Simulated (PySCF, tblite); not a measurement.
**C7H8NS radical: geometry, infrared bands and EPR parameters**

Aim: predict the infrared bands and EPR parameters of C7H8NS radical (`NCc1ccc([S])cc1`).

The runs use tblite 0.8.0 and PySCF 2.14.0, with density-fitted response routines of our own; the level of theory stands in each step. All values are computed, except where a source is named. Atoms are numbered from 0 throughout.

### 1 The molecule as given

17 atoms, charge 0, multiplicity 2; geometry from: force field or distance geometry start.

Bonds of the start (Å): N0–C1 1.45, C1–C2 1.49, C2–C3 1.39, C3–C4 1.38, C4–C5 1.41, C5–S6 1.80, C5–C7 1.39, C7–C8 1.40, C8–C2 1.40, N0–H9 1.04, N0–H10 1.02, C1–H11 1.12, C1–H12 1.11, C3–H13 1.10, C4–H14 1.10, C7–H15 1.07, C8–H16 1.08.

### 2 Relaxing the molecule with GFN2-xTB

The job: settings as JSON, then the geometry in Å.

```
{"job": {"kind": "relax", "xc": "GFN2-xTB", "basis": "xTB"}, "charge": 0, "multiplicity": 2}
N      2.676800     0.009800    -0.495600
C      1.758700    -0.786400     0.295900
C      0.349600    -0.311600     0.187100
C     -0.149100     0.655100     1.045100
C     -1.462100     1.078500     0.933800
C     -2.286800     0.552000    -0.077400
S     -3.988100     1.098100    -0.267600
C     -1.765300    -0.409100    -0.942700
C     -0.449400    -0.860100    -0.828400
H      2.308600     0.195100    -1.449200
H      2.883400     0.876400     0.005000
H      2.118800    -0.714900     1.354600
H      1.786400    -1.845800    -0.017700
H      0.516400     1.047900     1.829500
H     -1.849900     1.848300     1.621000
H     -2.405600    -0.813900    -1.699600
H     -0.049500    -1.607200    -1.503700
```

Run with:

```bash
$ OMP_NUM_THREADS=1 python probes_run.py task.json out
```

This one command runs all jobs of the session in turn.

**Question.** This job is followed by: GFN2-xTB harmonic vibrations, gas phase; UKS B3LYP, pcH-1 on C H N S, non-relativistic, mean-field spin-orbit, GIAO. What will the session give for the following? strongest single infrared mode (GFN2-xTB); zero-point energy (GFN2-xTB); g(iso) (B3LYP); ⟨S²⟩; largest a(iso) (averaged by class); potential on the surface of density 0.002 e/bohr³, 1st and 99th percentile; property runs in this session.

As calculated:

```
                                                                  quantity                                            value
                                 strongest single infrared mode (GFN2-xTB)                             942 cm⁻¹, 701 km/mol
                                              zero-point energy (GFN2-xTB)                                    82.8 kcal/mol
                                                            g(iso) (B3LYP)                                          2.05324
                                                                      ⟨S²⟩                               0.765 (exact 0.75)
                                        largest a(iso) (averaged by class)                             13C on C5, -22.0 MHz
potential on the surface of density 0.002 e/bohr³, 1st and 99th percentile                               -1.39 V and 1.60 V
                                             property runs in this session  1, of which 0 failed and 1 gave unsound results
```

In words: The optimisation took 43 steps and gained 0.207 eV; among the close pairs (by a distance rule), C5–S6 changed most, from 1.797 to 1.718 Å. All 45 modes are real, so the xTB geometry is a minimum. The strongest single mode, at 942 cm⁻¹, has its largest shares on N0, H9 and H10 (the list is cut at 3 atoms). GFN2-xTB is a fitted tight-binding method: band positions and strengths are rough. Its intensities can rank the bands wrongly. Most of the unpaired spin sits on S6 (0.74 e). The isotropic g lies 50.9 ppt above the free-electron value. These values are not to be trusted: the run shows nearly degenerate orbitals, where second-order g theory doesn't apply. These values are for one conformer; the search (at its own cheap level) found 1 more, at 1.10 kcal/mol, and measured spectra average over such forms.
